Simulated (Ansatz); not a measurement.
What does this script print? It uses Ansatz 0.2.0 through its Python package.

The script, `run_freq.py`:
```python
"""Vibrations of FH5O2Si2."""

import itertools

import ansatz as az
from ase import Atoms
from ase.data import atomic_numbers, covalent_radii
from ase.thermochemistry import IdealGasThermo
import numpy as np

BASIS_SET = "def2-SVP"
XC = "r2scan"
VDW = "d4"

GEOMETRY = """
O     0.03570    1.47300   -1.16210
Si    0.08720   -0.06090   -0.67220
O     1.54610   -0.63100   -1.12590
F    -0.91870   -0.84400   -1.54550
Si   -0.32950   -0.30320    1.58820
H    -0.89220    1.79850   -1.48840
H     1.82430   -0.49210   -2.04200
H    -1.63960    0.26810    1.93330
H    -0.29920   -1.70890    2.06820
H     0.66900    0.44930    2.44920
"""


def main() -> None:
    mol = az.Crystal.molecule()
    for line in GEOMETRY.strip().splitlines():
        symbol, *xyz = line.split()
        mol = mol.atom(symbol, [float(v) for v in xyz])

    setup = (
        mol.calculation()
        .basis(gaussian=BASIS_SET)
        .functional(XC, dispersion=VDW)
    )
    symbols = [site.symbol for site in mol.cartesian_sites]
    start = np.array([site.position_ang for site in mol.cartesian_sites], dtype=float)
    rep = setup.relax(force_tolerance=0.003).run(threads=1).report
    end = np.array(rep["positions_ang"])

    # pairs closer than 1.2 times the sum of covalent radii, before or after
    radius = [covalent_radii[atomic_numbers[s]] for s in symbols]
    span = lambda where, i, j: np.linalg.norm(where[i] - where[j])
    bonded = [(i, j) for i, j in itertools.combinations(range(len(symbols)), 2) if min(span(start, i, j), span(end, i, j)) < 1.2 * (radius[i] + radius[j])]
    print("pair        before    after (A)")
    for i, j in bonded:
        print(f"{symbols[i]}{i}-{symbols[j]}{j}".ljust(10), f"{span(start, i, j):8.4f} {span(end, i, j):8.4f}")
    for first, second in list(itertools.combinations(bonded, 2)):
        shared = set(first) & set(second)
        if shared and symbols[(j := shared.pop())] != "H":
            i, k = sorted((set(first) | set(second)) - {j})
            u, v = end[i] - end[j], end[k] - end[j]
            angle = np.degrees(np.arccos(np.clip(u @ v / np.linalg.norm(u) / np.linalg.norm(v), -1, 1)))
            print(f"final angle {symbols[i]}{i}-{symbols[j]}{j}-{symbols[k]}{k}: {angle:.2f} deg")

    # frequencies need a stationary point, so they are taken at the relaxed geometry
    minimum = az.Crystal.molecule()
    for symbol, place in zip(symbols, end):
        minimum = minimum.atom(symbol, place.tolist())
    vibrating = (
        minimum.calculation()
        .basis(gaussian=BASIS_SET)
        .functional(XC, dispersion=VDW)
        .phonons(temperatures=(200, 600, 100))
    )
    vib = vibrating.run(threads=1).report["vibrations"]
    sums = vib["harmonic_sums"]
    modes = [m["omega_inv_cm"] for m in sums["modes_at_gamma"] if m["rigid_motion"] == "no"]
    print("frequencies (1/cm):", " ".join(f"{w:.0f}" for w in modes))
    print("imaginary modes:", sum(w < 0 for w in modes), " zero-point energy:", round(sums["zero_point_energy_ev"], 4), "eV")
    # rigid rotor and ideal gas, symmetry number taken as one
    gas = IdealGasThermo(vib_energies=[w / 8065.544 for w in modes if w > 0], geometry="linear" if len(modes) == 3 * len(symbols) - 5 else "nonlinear",
                         atoms=Atoms(symbols, positions=end), symmetrynumber=1, spin=0.0)
    print(f"H(298 K) - E = {gas.get_enthalpy(298.15, verbose=False):.4f} eV")
    print(f"S(298 K, 1 bar) = {96485.33 * gas.get_entropy(298.15, 1e5, verbose=False):.1f} J/(mol K) with symmetry number 1")

    # all hydrogen replaced by deuterium
    heavier = vibrating.phonons(masses={"H": 2.014102}).run(threads=1).report["vibrations"]["harmonic_sums"]
    print("deuterated (1/cm):", " ".join(f"{m['omega_inv_cm']:.0f}" for m in heavier["modes_at_gamma"] if m["rigid_motion"] == "no"))
    print("zero-point energy falls by", round(sums["zero_point_energy_ev"] - heavier["zero_point_energy_ev"], 4), "eV")


if __name__ == "__main__":
    main()
```

`python run_freq.py` gives:
```text
pair        before    after (A)
O0-Si1       1.6111   1.6564
O0-H5        1.0361   0.9645
Si1-O2       1.6307   1.6442
Si1-F3       1.5452   1.6310
Si1-Si4      2.3112   2.3281
O2-H6        0.9674   0.9660
Si4-H7       1.4703   1.4958
Si4-H8       1.4857   1.4934
Si4-H9       1.5181   1.4936
final angle Si1-O0-H5: 117.54 deg
final angle O0-Si1-O2: 107.59 deg
final angle O0-Si1-F3: 106.79 deg
final angle O0-Si1-Si4: 115.36 deg
final angle O2-Si1-F3: 111.05 deg
final angle O2-Si1-Si4: 108.24 deg
final angle Si1-O2-H6: 116.97 deg
final angle F3-Si1-Si4: 107.84 deg
final angle Si1-Si4-H7: 109.23 deg
final angle Si1-Si4-H8: 110.75 deg
final angle Si1-Si4-H9: 110.09 deg
final angle H7-Si4-H8: 108.70 deg
final angle H7-Si4-H9: 108.63 deg
final angle H8-Si4-H9: 109.40 deg
frequencies (1/cm): 103 126 127 205 210 287 306 347 479 520 522 755 778 827 886 919 927 938 981 2213 2225 2231 3861 3885
imaginary modes: 0  zero-point energy: 1.5286 eV
H(298 K) - E = 1.7827 eV
S(298 K, 1 bar) = 369.4 J/(mol K) with symmetry number 1
deuterated (1/cm): 74 110 120 156 164 268 291 313 401 405 443 593 621 647 664 666 827 918 960 1576 1605 1612 2811 2829
zero-point energy falls by 0.3462 eV
```

Reading the output:
- The settings weren't tested for convergence.
- The frequencies are harmonic and unscaled, in a modest basis. The result belongs to the one conformer reached from this start, and soft torsions count as harmonic oscillators.
- The entropy takes a symmetry number of 1; a symmetric molecule's is lower by R ln(sigma).
- Timing: 9.1 min on 1 thread of Arm Neoverse V1, with other jobs on the host, peak memory 0.29 GiB.

(A comment or docstring line of the script was reworded after the run, the code is as it ran; lines on the test bed's own set-up are left out of the output.)
